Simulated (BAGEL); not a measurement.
# A workflow on CH4FGeN (SMILES [H]/N=[C](/F)[GeH3])

We compute the energy (HF/def2-SV(P)), then the energy (NEVPT2(2,2)/def2-SV(P)) of CH4FGeN. 

Program for the calculation: BAGEL 1.2.2.

1 further run of the same task is left out (set aside as unsound or not needed).

### Step 1. The molecule

CH4FGeN: 8 atoms, total charge 0, spin state singlet. As SMILES, `[H]/N=[C](/F)[GeH3]`. The shape is that of a PBE0-D4/def2-TZVP optimisation.

Bond lengths: N1–C2 1.246 Å, C2–F3 1.346 Å, C2–Ge4 1.978 Å, N1–H5 1.016 Å, Ge4–H6 1.532 Å, Ge4–H7 1.534 Å, Ge4–H8 1.532 Å. Angles: N1–C2–F3 117.4°, N1–C2–Ge4 131.1°, F3–C2–Ge4 111.5°, C2–N1–H5 111.2°, C2–Ge4–H6 108.9°, C2–Ge4–H7 106.6°, C2–Ge4–H8 108.9°, H6–Ge4–H7 111.0°, H6–Ge4–H8 110.4°, H7–Ge4–H8 111.0°.

### Step 2. The energy at HF/def2-SV(P) (density fitting with svp-jkfit) (run 1)

calc.json

```json
{ "bagel" : [

{
  "title" : "molecule",
  "basis" : "def2-sv_p_.json",
  "df_basis" : "svp-jkfit",
  "angstrom" : true,
  "geometry" : [
    { "atom" : "N", "xyz" : [    1.895899,    0.222300,   -0.348500 ] },
    { "atom" : "C", "xyz" : [    0.908099,    0.027300,    0.385600 ] },
    { "atom" : "F", "xyz" : [    1.137399,   -0.127100,    1.702400 ] },
    { "atom" : "Ge", "xyz" : [   -1.019900,   -0.103800,   -0.035500 ] },
    { "atom" : "H", "xyz" : [    1.617199,    0.325400,   -1.319900 ] },
    { "atom" : "H", "xyz" : [   -1.766200,    1.006900,    0.710300 ] },
    { "atom" : "H", "xyz" : [   -1.149700,    0.071600,   -1.553900 ] },
    { "atom" : "H", "xyz" : [   -1.530700,   -1.479600,    0.403700 ] }
  ]
},
{
  "title" : "hf"
},
{
  "title" : "print",
  "file" : "orbitals.molden",
  "orbitals" : true
}

]}
```

The basis set def2-SV(P) is read from a file made from the Basis Set Exchange's data (not shown).

Launch:

```console
$ BAGEL_NUM_THREADS=1 BAGEL calc.json > calc.out
```

Log:

```text
* using 1 threads per process

  ===============================================================
  ===============================================================

  *** Geometry ***

  { "atom" : "N", "xyz" : [      3.582730,      0.420086,     -0.658570 ] },
  { "atom" : "C", "xyz" : [      1.716058,      0.051590,      0.728678 ] },
  { "atom" : "F", "xyz" : [      2.149373,     -0.240184,      3.217070 ] },
  { "atom" : "Ge", "xyz" : [     -1.927332,     -0.196154,     -0.067085 ] },
  { "atom" : "H", "xyz" : [      3.056063,      0.614917,     -2.494250 ] },
  { "atom" : "H", "xyz" : [     -3.337634,      1.902765,      1.342272 ] },
  { "atom" : "H", "xyz" : [     -2.172618,      0.135304,     -2.936445 ] },
  { "atom" : "H", "xyz" : [     -2.892604,     -2.796039,      0.762882 ] },

  Number of auxiliary basis functions:      567

  Since a DF basis is specified, we compute 2- and 3-index integrals:
    o Being stored without compression. Storage requirement is 0.031 GB

  Number of basis functions:       82
  Number of electrons      :       58

    * METHOD: MOLECULE                             0.35

  *** RHF ***

  === Nuclear Repulsion ===
   257.9922383734

      * DIIS with orbital gradients will be used.

  === RHF iteration (def2-sv_p_.json) ===
      0      -2268.79267750          0.01767672           0.13
      1      -2268.91982550          0.01192279           0.12
      2      -2268.98382681          0.00159324           0.12
      3      -2268.98625103          0.00065177           0.12
      4      -2268.98656636          0.00020491           0.13
      5      -2268.98663667          0.00010801           0.13
      6      -2268.98664968          0.00004750           0.15
      7      -2268.98665317          0.00000927           0.13
      8      -2268.98665325          0.00000428           0.13
      9      -2268.98665326          0.00000158           0.14
     10      -2268.98665326          0.00000043           0.13
     11      -2268.98665326          0.00000017           0.14
     12      -2268.98665326          0.00000007           0.13
     13      -2268.98665326          0.00000002           0.13
     14      -2268.98665326          0.00000001           0.13
    * SCF iteration converged.

    * Permanent dipole moment:
           (    1.172693,     0.009202,     0.784316) a.u.

    * METHOD: HF                                   2.29

    * METHOD: PRINT                                0.02

  ===============================================================
```

Run time: 2.8 s. Hardware: 1 thread of Arm Neoverse V1, shared host; peak memory 0.15 GiB.

### Step 3. The energy at NEVPT2(2,2)/def2-SV(P) (density fitting with svp-jkfit) (run 2)

job.json

```json
{ "bagel": [

{
  "title": "molecule",
  "basis": "def2-sv_p_.json",
  "df_basis": "svp-jkfit",
  "angstrom": true,
  "geometry": [
    { "atom": "N", "xyz": [       1.895899,       0.222300,      -0.348500 ] },
    { "atom": "C", "xyz": [       0.908099,       0.027300,       0.385600 ] },
    { "atom": "F", "xyz": [       1.137399,      -0.127100,       1.702400 ] },
    { "atom": "Ge", "xyz": [      -1.019900,      -0.103800,      -0.035500 ] },
    { "atom": "H", "xyz": [       1.617199,       0.325400,      -1.319900 ] },
    { "atom": "H", "xyz": [      -1.766200,       1.006900,       0.710300 ] },
    { "atom": "H", "xyz": [      -1.149700,       0.071600,      -1.553900 ] },
    { "atom": "H", "xyz": [      -1.530700,      -1.479600,       0.403700 ] }
  ]
},

{ "title": "hf" },

{ "title": "casscf", "nstate": 1, "nact": 2, "nclosed": 28, "active": [21, 31], "maxiter": 200, "natocc": true },

{ "title": "nevpt2", "nstate": 1, "nact": 2, "nclosed": 28, "active": [21, 31], "maxiter": 200, "natocc": true, "ncore": 12 },

{ "title": "print", "file": "orbitals.molden", "orbitals": true }

]}
```

The basis set def2-SV(P) is read from a file made from the Basis Set Exchange's data (not shown).

Launch:

```console
$ BAGEL_NUM_THREADS=1 BAGEL job.json > job.out
```

Log:

```text
* using 1 threads per process

  ===============================================================
  ===============================================================

  *** Geometry ***

  { "atom" : "N", "xyz" : [      3.582730,      0.420086,     -0.658570 ] },
  { "atom" : "C", "xyz" : [      1.716058,      0.051590,      0.728678 ] },
  { "atom" : "F", "xyz" : [      2.149373,     -0.240184,      3.217070 ] },
[... 4 lines of this table left out ...]
  { "atom" : "H", "xyz" : [     -2.892604,     -2.796039,      0.762882 ] },

  Number of auxiliary basis functions:      567

  Since a DF basis is specified, we compute 2- and 3-index integrals:
    o Being stored without compression. Storage requirement is 0.031 GB

  Number of basis functions:       82
  Number of electrons      :       58

    * METHOD: MOLECULE                             0.35

  *** RHF ***

[... 11 lines left out ...]
    * SCF iteration converged.
[... 1 line left out ...]
    * Permanent dipole moment:
[... 27 lines left out ...]
    * Second-order optimization converged. *

     guess   0:   closed 1.                   open ..

  === FCI iteration ===

      0  0     -2268.98651867     7.17e-02      0.00
      1  0     -2269.00091839     1.13e-04      0.00
      2  0 *   -2269.00091845     8.88e-16      0.00

     * ci vector, state   0, <S^2> = 0.0000
       2.     0.9949948549
       .2    -0.0999261666

    * METHOD: CASSCF                               9.38

    * freezing 12 orbitals

  === DF-NEVPT2 calculation ===

    * 3-index integral transformation done
    * assembly done

      NEVPT2 correlation energy:   -0.6612029321      0.21

          (+0)     -0.5926924748
          (+0)'    -0.0206032201
          (+1)     -0.0085830451
          (+1)'    -0.0000000000
          (+2)     -0.0002795118
          (-1)     -0.0322440969
          (-1)'     0.0000000000
          (-2)     -0.0068005834

      NEVPT2 total energy:       -2269.6621213778

    * METHOD: NEVPT2                               0.44

    * METHOD: PRINT                                0.01

  ===============================================================
```

Run time: 13 s. Hardware: 1 thread of Arm Neoverse V1, shared host; peak memory 0.15 GiB.

### Step 4. Results

```
                                   quantity           value
         run 1, HF/def2-SV(P): total energy  -2268.98665 Eh
        run 1, HF/def2-SV(P): dipole moment          3.59 D
          run 1, HF/def2-SV(P): HOMO energy       -11.80 eV
          run 1, HF/def2-SV(P): LUMO energy         3.31 eV
        run 1, HF/def2-SV(P): HOMO–LUMO gap        15.12 eV
run 2, NEVPT2(2,2)/def2-SV(P): total energy  -2269.66212 Eh
```
